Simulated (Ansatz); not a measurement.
# CH₅AlOSi, SMILES O=[CH][AlH][SiH3]: a short molecular-dynamics run

Computed with the Ansatz DFT code, driven from Python.

Interactive session:
```pycon
>>> import ansatz as az
>>> import numpy as np
>>> GEOMETRY = """
... O     2.11910    1.09400   -2.06640
... C     0.97980    0.83130   -1.61840
... Al    0.83520   -0.00830    0.14050
... Si   -1.16520   -0.58590    1.03520
... H     0.08200    1.02130   -2.20230
... H     2.19640   -0.28160    0.99080
... H    -1.03460   -1.20470    2.36870
... H    -1.85740   -1.53950    0.13260
... H    -2.06680    0.62710    1.20220
... """
>>> system = az.Crystal.molecule()
>>> for line in GEOMETRY.strip().splitlines():
...     symbol, *xyz = line.split()
...     system = system.atom(symbol, [float(v) for v in xyz])
...
>>> calculation = (
...     system.calculation()
...     .basis(gaussian="6-31G")
...     .functional("b3lyp")
...     .md("nve", timestep=0.5, steps=30, temperature=300, initial_velocities="maxwell_boltzmann", seed=85)
... )
>>> frames = []
>>> calculation.session().plan().execute(on_event=lambda e: frames.append(e["data"]) if e["event"] == "md_step" else None)
<ansatz.RunOutcome object at 0x...>
>>> print("t (fs)   E_pot (eV)      E_kin (eV)   T (K)   d(0-1) (A)")
t (fs)   E_pot (eV)      E_kin (eV)   T (K)   d(0-1) (A)
>>> for f in frames[::2]:
...     xyz = np.array(f["positions_ang"])
...     print(f"{f['time_fs']:6.2f} {f['lagrangian_ev']:14.5f} {f['e_kin_ev']:10.5f} {f['temperature_k']:8.1f} {np.linalg.norm(xyz[0] - xyz[1]):9.4f}")
...
  0.00   -17636.36655    0.27145    300.0    1.2521
  1.00   -17636.36200    0.26718    295.3    1.2370
  2.00   -17636.34963    0.25501    281.8    1.2225
  3.00   -17636.34125    0.24659    272.5    1.2102
  4.00   -17636.33629    0.24167    267.1    1.2016
  5.00   -17636.33702    0.24259    268.1    1.1978
  6.00   -17636.35314    0.25880    286.0    1.1995
  7.00   -17636.39023    0.29579    326.9    1.2065
  8.00   -17636.44155    0.34683    383.3    1.2181
  9.00   -17636.48991    0.39488    436.4    1.2329
 10.00   -17636.51527    0.42001    464.2    1.2493
 11.00   -17636.50432    0.40913    452.2    1.2656
 12.00   -17636.46214    0.36740    406.1    1.2804
 13.00   -17636.41694    0.32277    356.7    1.2923
 14.00   -17636.40131    0.30722    339.5    1.3004
 15.00   -17636.42035    0.32585    360.1    1.3041
>>> kept = np.array([f["conserved_ev"] for f in frames])
>>> print(f"conserved energy moves by at most {1000 * np.ptp(kept):.3f} meV")
conserved energy moves by at most 1.222 meV
```

Caveats:
- Total energies depend on the basis set; only differences at equal settings carry meaning.
- The trajectory is only some femtoseconds long, so its temperature is not equilibrated; where the script doesn't relax first, it starts from a rough generated geometry.
- b3lyp holds the VWN-RPA fit, as in Gaussian; the form of ORCA and Turbomole is b3lyp5.
- The temperature counts the internal degrees of freedom alone.
- It ran for 86 s on 1 thread of Arm Neoverse V1, on a shared host, peak memory 0.19 GiB.

(Lines on the test bed's own set-up are left out of the output.)
